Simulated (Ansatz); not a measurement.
# Si16N: the cost of one run

Method: DFT PBE, plane waves, PAW, scalar-relativistic, collinear spin, in Ansatz 0.2.0.

## 1. Starting point

The cell holds 17 atoms (NSi16): a = 7.679 Å, b = 7.679 Å, c = 7.679 Å, α = 60.00°, β = 60.00°, γ = 60.00°.

As a file:

```
Si N
1.0
     0.00000    5.43000    5.43000
     5.43000    0.00000    5.43000
     5.43000    5.43000    0.00000
Si N
16 1
Cartesian
  0.0000 0.0000 0.0000
  1.3575 1.3575 1.3575
  2.7150 2.7150 0.0000
  4.0725 4.0725 1.3575
  2.7150 0.0000 2.7150
  4.0725 1.3575 4.0725
  5.4300 2.7150 2.7150
  6.7875 4.0725 4.0725
  0.0000 2.7150 2.7150
  1.3575 4.0725 4.0725
  2.7150 5.4300 2.7150
  4.0725 6.7875 4.0725
  2.7150 2.7150 5.4300
  4.0725 4.0725 6.7875
  5.4300 5.4300 5.4300
  6.7875 6.7875 6.7875
  6.7917 6.7767 9.4776
```

## 2. Relaxing end A

Input file input.yaml:

```yaml
crystal:
  lattice:
    - [0.0, 5.43, 5.43]
    - [5.43, 0.0, 5.43]
    - [5.43, 5.43, 0.0]
  atoms:
    - { symbol: Si, position: [0.0, 0.0, 0.0] }
    - { symbol: Si, position: [0.125, 0.125, 0.125] }
    - { symbol: Si, position: [0.0, 0.0, 0.5] }
    - { symbol: Si, position: [0.125, 0.125, 0.625] }
    - { symbol: Si, position: [0.0, 0.5, 0.0] }
    - { symbol: Si, position: [0.125, 0.625, 0.125] }
    - { symbol: Si, position: [0.0, 0.5, 0.5] }
    - { symbol: Si, position: [0.125, 0.625, 0.625] }
    - { symbol: Si, position: [0.5, 0.0, 0.0] }
    - { symbol: Si, position: [0.625, 0.125, 0.125] }
    - { symbol: Si, position: [0.5, 0.0, 0.5] }
    - { symbol: Si, position: [0.625, 0.125, 0.625] }
    - { symbol: Si, position: [0.5, 0.5, 0.0] }
    - { symbol: Si, position: [0.625, 0.625, 0.125] }
    - { symbol: Si, position: [0.5, 0.5, 0.5] }
    - { symbol: Si, position: [0.625, 0.625, 0.625] }
    - { symbol: "N", position: [0.8713157, 0.87409, 0.3766915], spin: 1.0 }
magnetization:
  spin_polarized: true
basis:
  ecutwfc: 420.0
kpoints:
  mp_grid: { grid: [2, 2, 2] }
hamiltonian:
  xc: pbe
  pseudopotentials: { kind: paw, azcp: { folder: soft_1 } }
scf:
  occupations: { method: gaussian, width: 0.02 }
  lower_state_search: "off"
relax:
  f_tol: 0.03
  max_steps: 60
  adjacent_minimum: "off"
```

On the command line:

```
ansatz run input.yaml --threads 2 --pin off --max-ram 5120MiB --backend cpu --events-out ev --progress --plain --runs-dir out
```

Q: Estimate wall time and peak memory on 2 threads of Arm Neoverse V2, shared host.

About 2.2 min, with a peak of 0.68 GiB.
